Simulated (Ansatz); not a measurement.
# C4H8Si: basis-set convergence

An exercise on one series of results from a longer session: the logs are not shown, and one member is left open.

The runs use Ansatz 0.2.0, Gaussian basis; one geometry, several basis sets.

Levels to be run: PBE0-D4/def2-SVP; ωB97M-V/def2-SVP; PBE0-D4/def2-QZVPP; ωB97M-V/def2-QZVPP; the functionals' def2-TZVPP values are taken from earlier runs.

## The geometry

All runs share one geometry, relaxed beforehand with PBE0-D4 in a triple-zeta def2 set.

SMILES `CC#CC[SiH3]`, 13 atoms, charge 0, spin multiplicity 1.

Atoms are counted from 1 here; the program's logs count them from 0.

Bond lengths: C1–C2 1.451 Å, C1–H6 1.093 Å, C1–H7 1.093 Å, C1–H8 1.093 Å, C2–C3 1.203 Å, C3–C4 1.447 Å, C4–Si5 1.890 Å, C4–H9 1.095 Å, C4–H10 1.095 Å, Si5–H11 1.485 Å, Si5–H12 1.485 Å, Si5–H13 1.489 Å. Angles: C2–C1–H6 111.0°, C2–C1–H7 111.0°, C2–C1–H8 111.2°, H6–C1–H7 107.8°, H6–C1–H8 107.8°, H7–C1–H8 107.8°, C1–C2–C3 179.3°, C2–C3–C4 177.2°, C3–C4–Si5 110.5°, C3–C4–H9 111.0°, C3–C4–H10 111.0°, Si5–C4–H9 108.7°, Si5–C4–H10 108.7°, H9–C4–H10 106.8°, C4–Si5–H11 109.8°, C4–Si5–H12 109.8°, C4–Si5–H13 109.7°, H11–Si5–H12 109.4° and more.

Coordinates:

```
C    -2.6987    0.3321    0.5872
C    -1.2598    0.4326    0.4328
C    -0.0665    0.5293    0.3125
C     1.3687    0.5842    0.1329
Si    1.9759   -0.9334   -0.8160
H    -3.2016    1.1966    0.1461
H    -2.9772    0.2871    1.6431
H    -3.0873   -0.5659    0.0999
H     1.6607    1.4840   -0.4192
H     1.8836    0.6239    1.0988
H     1.3311   -0.9814   -2.1526
H     1.6389   -2.1664   -0.0605
H     3.4526   -0.8575   -0.9903
```

The first run:

Input file in.yaml:

```yaml
crystal:
  periodic: [false, false, false]
  atoms:
    - {symbol: C, position_ang: [-2.698696, 0.332093, 0.587157]}
    - {symbol: C, position_ang: [-1.259764, 0.432572, 0.432843]}
    - {symbol: C, position_ang: [-0.066503, 0.529255, 0.312484]}
    - {symbol: C, position_ang: [1.368745, 0.584220, 0.132919]}
    - {symbol: Si, position_ang: [1.975873, -0.933428, -0.816028]}
    - {symbol: H, position_ang: [-3.201571, 1.196557, 0.146122]}
    - {symbol: H, position_ang: [-2.977243, 0.287113, 1.643126]}
    - {symbol: H, position_ang: [-3.087308, -0.565879, 0.099948]}
    - {symbol: H, position_ang: [1.660692, 1.483970, -0.419165]}
    - {symbol: H, position_ang: [1.883554, 0.623925, 1.098827]}
    - {symbol: H, position_ang: [1.331130, -0.981389, -2.152633]}
    - {symbol: H, position_ang: [1.638920, -2.166371, -0.060500]}
    - {symbol: H, position_ang: [3.452570, -0.857540, -0.990298]}
basis:
  gaussian: {orbitals: def2-SVP}
hamiltonian: {xc: pbe0, dispersion: d4}
output: {orbitals: {seedname: orbitals}}
```

On the command line:

```bash
$ ansatz run in.yaml --threads 4 --pin off --events-out ev --progress --plain --max-ram 10444MiB
```

Among the steps run: PBE0-D4 in def2-SVP; ωB97M-V in def2-SVP; PBE0-D4 in def2-QZVPP; ωB97M-V in def2-QZVPP.

One of the session's tables, all rows but one given; the rest of the session is left out.

It belongs to the step «Functionals by basis». 

| functional | basis | HOMO (eV) | LUMO (eV) |
| --- | --- | --- | --- |
| PBE0-D4 | def2-SVP | ? | ? |
| PBE0-D4 | def2-TZVPP | -6.97 | 0.61 |
| PBE0-D4 | def2-QZVPP | -6.98 | 0.33 |
| ωB97M-V | def2-SVP | -9.11 | 2.98 |
| ωB97M-V | def2-TZVPP | -9.16 | 2.10 |
| ωB97M-V | def2-QZVPP | -9.17 | 1.54 |

**Question.** Estimate the row for PBE0-D4, def2-SVP.

As computed: HOMO (eV): -6.93; LUMO (eV): 1.16. In the column «HOMO (eV)» it is the highest.
